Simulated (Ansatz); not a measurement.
**C₂H₅BrSi: a ladder of functionals and wavefunction methods**

An exercise on one series of results from a longer session: the logs are not shown, and one member is left open.

The runs use Ansatz 0.2.0, Gaussian basis; functionals in def2-TZVPP, the program's frozen cores in correlated methods.

The runs, in order: PBE-D4, r2SCAN-D4, PBE0-D4, B3LYP-D4, ωB97X-V, ωB97M-V, B2PLYP; CCSD(T)/def2-TZVPP; MP2/def2-QZVPP; extrapolation to the limit.

## The geometry

The geometry comes from an earlier relaxation with PBE0-D4 in a triple-zeta def2 set; it is a stationary point, not always the lowest conformer.

SMILES `[SiH3]/C=C/Br`, 9 atoms, charge 0, spin multiplicity 1.

Atoms are counted from 1 here; the program's logs count them from 0.

Bond lengths: Si1–C2 1.861 Å, Si1–H5 1.487 Å, Si1–H6 1.486 Å, Si1–H7 1.487 Å, C2–C3 1.324 Å, C2–H8 1.087 Å, C3–Br4 1.886 Å, C3–H9 1.083 Å. Angles: C2–Si1–H5 110.4°, C2–Si1–H6 108.7°, C2–Si1–H7 110.4°, H5–Si1–H6 109.7°, H5–Si1–H7 108.1°, H6–Si1–H7 109.6°, Si1–C2–C3 121.1°, Si1–C2–H8 120.0°, C3–C2–H8 118.9°, C2–C3–Br4 124.0°, C2–C3–H9 124.4°, Br4–C3–H9 111.7°.

As a file:

```mol
C2H5BrSi
  3D, bonds by distance, orders not assigned

  9  8  0  0  0  0  0  0  0  0999 V2000
   -0.5172    1.2577   -0.0856 Si  0  0
   -0.1609   -0.4943    0.4293 C   0  0
    0.7638   -1.2133   -0.1872 C   0  0
    1.1910   -2.9931    0.2658 Br  0  0
   -0.2821    2.1884    1.0497 H   0  0
    0.3782    1.6132   -1.2167 H   0  0
   -1.9357    1.3939   -0.5090 H   0  0
   -0.7161   -0.9439    1.2488 H   0  0
    1.3674   -0.8549   -1.0123 H   0  0
  1  2  8  0
  2  3  8  0
  3  4  8  0
  1  5  8  0
  1  6  8  0
  1  7  8  0
  2  8  8  0
  3  9  8  0
M  END
```

Set-up of the first run:

File in.yaml:

```yaml
crystal:
  periodic: [false, false, false]
  atoms:
    - {symbol: Si, position_ang: [-0.517159, 1.257717, -0.085576]}
    - {symbol: C, position_ang: [-0.160922, -0.494328, 0.429336]}
    - {symbol: C, position_ang: [0.763848, -1.213306, -0.187199]}
    - {symbol: Br, position_ang: [1.190974, -2.993147, 0.265833]}
    - {symbol: H, position_ang: [-0.282062, 2.188357, 1.049681]}
    - {symbol: H, position_ang: [0.378200, 1.613173, -1.216726]}
    - {symbol: H, position_ang: [-1.935728, 1.393937, -0.509005]}
    - {symbol: H, position_ang: [-0.716055, -0.943873, 1.248849]}
    - {symbol: H, position_ang: [1.367405, -0.854928, -1.012293]}
basis:
  gaussian: {orbitals: def2-TZVPP}
hamiltonian: {xc: pbe, dispersion: d4}
output: {forces: true, orbitals: {seedname: orbitals}}
```

Run with:

```console
$ ansatz run in.yaml --threads 4 --pin off --events-out ev --progress --plain --max-ram 10444MiB
```

Steps of the session up to this table: PBE-D4 (GGA); r2SCAN-D4 (meta-GGA); PBE0-D4 (hybrid); B3LYP-D4 (hybrid); ωB97X-V (range-separated); ωB97M-V (range-separated); B2PLYP (double hybrid); CCSD(T) in def2-TZVPP; MP2 in def2-QZVPP.

One table of the session follows, with a row left open; its other results are not shown here.

```
            method  atomisation energy (kJ/mol)
            PBE-D4                       3157.8
         r2SCAN-D4                       3119.7
           PBE0-D4                       3114.2
          B3LYP-D4                       3106.0
           ωB97X-V                       3112.9
           ωB97M-V                            ?
            B2PLYP                       3073.0
     HF/def2-TZVPP                       2301.2
    MP2/def2-TZVPP                       3069.0
   CCSD/def2-TZVPP                       2985.3
CCSD(T)/def2-TZVPP                       3033.4
           MP2/CBS                       3148.1
       CCSD(T)/CBS                       3112.5
```

**Question.** Estimate the row for ωB97M-V.

The run gave: atomisation energy (kJ/mol): 3107.3. In the column «atomisation energy (kJ/mol)» it lies between B3LYP-D4 (3106.0) and CCSD(T)/CBS (3112.5).

To keep in mind: Free atoms (1 Si, 2 C, 1 Br, 5 H) were run apart at each level; the atomisation energy is their sum less the molecule, without zero-point or spin-orbit terms.
